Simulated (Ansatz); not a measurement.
The system is Ta3N.

```
Ta N
1.0
     3.03222    0.00000    0.00000
    -1.51611    2.62598    0.00000
     0.00000    0.00000    7.52414
Ta N
3 1
Direct
  0.66667 0.33333 0.82607
  0.33333 0.66667 0.17393
  0.00000 0.00000 0.50000
  0.00000 0.00000 0.00000
```

The cell comes from a database or a generator and needn't be the stable form of this composition.

Base run:

| Quantity | Value |
| --- | --- |
| Program | Ansatz 0.2.0 |
| Functional | PBEsol |
| Potentials or basis | all-electron LAPW, scalar-relativistic |
| Cutoff | 336 eV (chosen from the basis error) |
| Basis error allowed | 0.002 eV/atom |
| k mesh | 10 × 10 × 4 |
| Occupations | fermi-dirac, width 0.05 eV |
| Spin | no spin polarisation |
| Hubbard terms | Ta d U = 8 eV |

Its results: band gap on the k mesh none (metal or under the smearing width); pressure 7.7 GPa; largest force 0.789 eV/Å.

The run is repeated on the same cell with these changes: hubbard terms from Ta d U = 8 eV to Ta d U = 6 eV. What comes out?

Band gap on the k mesh none (metal or under the smearing width); pressure -1.7 GPa; largest force 0.319 eV/Å.

Caveats: U is the effective U less J, on atomic orbitals that reach past the spheres; U without spin polarisation on a metal has little footing.
